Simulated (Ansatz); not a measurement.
# CH6BrClHfOSi: the cost of one run

Computed with Ansatz 0.2.0, Gaussian basis. Level: the settings change from run to run.

### Step 1. The relaxed structure

The structure was relaxed beforehand with PBE0-D4 in a triple-zeta def2 set. Hf takes a core potential in def2 sets; no spin-orbit term is included.

SMILES `[CH3][Hf]([Cl])([Br])[O][SiH3]`, 12 atoms, charge 0, spin multiplicity 1.

Atoms are counted from 1 here; the program's logs count them from 0.

Bond lengths: C1–Hf2 2.190 Å, C1–H7 1.096 Å, C1–H8 1.096 Å, C1–H9 1.096 Å, Hf2–Cl3 2.345 Å, Hf2–Br4 2.506 Å, Hf2–O5 1.909 Å, O5–Si6 1.646 Å, Si6–H10 1.484 Å, Si6–H11 1.484 Å, Si6–H12 1.484 Å. Angles: Hf2–C1–H7 111.2°, Hf2–C1–H8 110.7°, Hf2–C1–H9 111.4°, H7–C1–H8 107.8°, H7–C1–H9 107.8°, H8–C1–H9 107.8°, C1–Hf2–Cl3 106.3°, C1–Hf2–Br4 106.8°, C1–Hf2–O5 104.3°, Cl3–Hf2–Br4 115.1°, Cl3–Hf2–O5 111.6°, Br4–Hf2–O5 111.8°, Hf2–O5–Si6 179.2°, O5–Si6–H10 109.1°, O5–Si6–H11 109.1°, O5–Si6–H12 109.3°, H10–Si6–H11 109.7°, H10–Si6–H12 109.8° and more.

### Step 2. BHLYP/def2-TZVP

The input, in.yaml:

```yaml
crystal:
  periodic: [false, false, false]
  atoms:
    - {symbol: C, position_ang: [-2.114064, 0.634776, -0.259445]}
    - {symbol: Hf, position_ang: [-0.617971, -0.207834, 1.100614]}
    - {symbol: Cl, position_ang: [-0.436612, 1.292772, 2.893432]}
    - {symbol: Br, position_ang: [-1.408504, -2.505026, 1.715096]}
    - {symbol: O, position_ang: [0.984769, -0.261447, 0.065842]}
    - {symbol: Si, position_ang: [2.378777, -0.315880, -0.807394]}
    - {symbol: H, position_ang: [-2.239706, 0.007463, -1.149226]}
    - {symbol: H, position_ang: [-3.088671, 0.710944, 0.236499]}
    - {symbol: H, position_ang: [-1.830333, 1.638670, -0.594899]}
    - {symbol: H, position_ang: [2.123531, -1.023832, -2.086469]}
    - {symbol: H, position_ang: [2.833924, 1.069386, -1.083674]}
    - {symbol: H, position_ang: [3.414870, -1.039993, -0.030365]}
basis:
  gaussian: {orbitals: def2-TZVP}
hamiltonian: {xc: {name: BHLYP}}
output: {forces: true}
```

On the command line:

```sh
> ansatz run in.yaml --threads 2 --pin off --events-out ev --progress --plain --max-ram 22528MiB --backend cpu
```

What time and memory should one allow on 2 threads of AMD EPYC 7R13, shared host?

About 13 s, with a peak of 1.2 GiB.
